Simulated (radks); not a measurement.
# Valence configurations of Hf⁺

NIST gives [Xe] 4f14 5d1 6s2 as the ground configuration of Hf⁺. Does this level of theory agree? Several fillings of the valence shells are run.

Program: radks (a radial shooting solver on a logarithmic mesh, Libxc functionals) version 1. Level of theory: scalar-relativistic Kohn-Sham, r2SCAN, spin-polarised, spherical densities, finite nucleus; open shells are filled with parallel spins first. These are calculated values, not measurements, unless marked.

### 1 Starting point

| Property | Result |
| --- | --- |
| element | hafnium (Z = 72) |
| charge | +1 |
| electrons | 71 |
| configuration | [Xe] 4f14 5d1 6s2 |
| nuclear rms radius | 5.347 fm |
| others tried | 4f14 5d1 6p2; 4f14 5d1 6s1 6p1; 4f14 5d2 6s1; 4f13 5d1 6s2 6p1; 4f14 5d0.5 6s1.5 6p1; 4f14 5d0.5 6s2 6p0.5; 4f13 5d1 6s1 6p2; 4f14 6s2 6p1; 4f13.5 5d1 6s2 6p0.5 |

The outer shells:

Hf⁺
```
[Xe] core
4f [↑↓][↑↓][↑↓][↑↓][↑↓][↑↓][↑↓]
5d [↑ ][  ][  ][  ][  ]
6s [↑↓]
```

### 2 [Xe] 4f14 5d1 6s2

Input:

```text
Z 72
configuration [Xe] 4f14 5d1 6s2
relativity scalar-relativistic
functional r2scan,r2scan
spin polarised
nucleus finite rms 5.347 fm
c 137.035999084
```

Command:

```console
$ python run_ks.py task.json out
```

This one command runs every case of the session in turn.

### 3 [Xe] 4f14 5d1 6p2

Settings, as their differences from step 2:

```diff
@@ -1,3 +1,3 @@
 Z 72
-configuration [Xe] 4f14 5d1 6s2
+configuration [Xe] 4f14 5d1 6p2
 relativity scalar-relativistic
```

### 4 [Xe] 4f14 5d1 6s1 6p1

Settings, as their differences from step 3:

```diff
@@ -1,3 +1,3 @@
 Z 72
-configuration [Xe] 4f14 5d1 6p2
+configuration [Xe] 4f14 5d1 6s1 6p1
 relativity scalar-relativistic
```

### 5 [Xe] 4f14 5d2 6s1

Input:

```text
Z 72
configuration [Xe] 4f14 5d2 6s1
relativity scalar-relativistic
functional r2scan,r2scan
spin polarised
nucleus finite rms 5.347 fm
c 137.035999084
```

### 6 [Xe] 4f13 5d1 6s2 6p1

Settings, as their differences from step 5:

```diff
@@ -1,3 +1,3 @@
 Z 72
-configuration [Xe] 4f14 5d2 6s1
+configuration [Xe] 4f13 5d1 6s2 6p1
 relativity scalar-relativistic
```

### 7 [Xe] 4f14 5d0.5 6s1.5 6p1

Input:

```text
Z 72
configuration [Xe] 4f14 5d0.5 6s1.5 6p1
relativity scalar-relativistic
functional r2scan,r2scan
spin polarised
nucleus finite rms 5.347 fm
c 137.035999084
```

### 8 [Xe] 4f14 5d0.5 6s2 6p0.5

Input:

```text
Z 72
configuration [Xe] 4f14 5d0.5 6s2 6p0.5
relativity scalar-relativistic
functional r2scan,r2scan
spin polarised
nucleus finite rms 5.347 fm
c 137.035999084
```

### 9 [Xe] 4f13 5d1 6s1 6p2

Input:

```text
Z 72
configuration [Xe] 4f13 5d1 6s1 6p2
relativity scalar-relativistic
functional r2scan,r2scan
spin polarised
nucleus finite rms 5.347 fm
c 137.035999084
```

### 10 [Xe] 4f14 6s2 6p1

Input:

```text
Z 72
configuration [Xe] 4f14 6s2 6p1
relativity scalar-relativistic
functional r2scan,r2scan
spin polarised
nucleus finite rms 5.347 fm
c 137.035999084
```

### 11 [Xe] 4f13.5 5d1 6s2 6p0.5

Settings, as their differences from step 10:

```diff
@@ -1,3 +1,3 @@
 Z 72
-configuration [Xe] 4f14 6s2 6p1
+configuration [Xe] 4f13.5 5d1 6s2 6p0.5
 relativity scalar-relativistic
```

**Question.** What will these runs give? Wanted: for each run, valence; E − E(NIST configuration); moment; highest level; its energy; 1s shift.

As calculated:

| valence | E − E(NIST configuration) (eV) | moment (μB) | highest level | its energy (eV) | 1s shift (eV) |
| --- | --- | --- | --- | --- | --- |
| 4f14 5d2 6s1 | -0.085 | 3 | 5d up | -9.913 | +2.64 |
| 4f14 5d1 6s2 | 0.000 | 1 | 5d up | -10.995 | +0.00 |
| 4f14 5d0.5 6s2 6p0.5 | 2.134 | 1 | 6p up | -7.798 | -2.09 |
| 4f14 5d1 6s1 6p1 | 3.554 | 3 | 6p up | -8.226 | -1.27 |
| 4f14 5d0.5 6s1.5 6p1 | 4.223 | 2 | 6p up | -8.441 | -2.75 |
| 4f14 6s2 6p1 | 4.452 | 1 | 6p up | -8.573 | -4.19 |
| 4f14 5d1 6p2 | 8.886 | 3 | 6p up | -8.834 | -2.72 |
| 4f13.5 5d1 6s2 6p0.5 | 10.991 | 2 | 6p up | -7.955 | -6.45 |
| 4f13 5d1 6s2 6p1 | 24.503 | 3 | 6p up | -8.891 | -13.17 |
| 4f13 5d1 6s1 6p2 | 28.027 | 5 | 6p up | -9.840 | -14.24 |

What this shows: Theory disagrees with NIST here: 4f14 5d2 6s1 comes out 0.085 eV lower. The energies are those of spherical high-spin densities, not of single terms. The 1s eigenvalue shifts by up to 14.24 eV as the valence charge is rearranged.
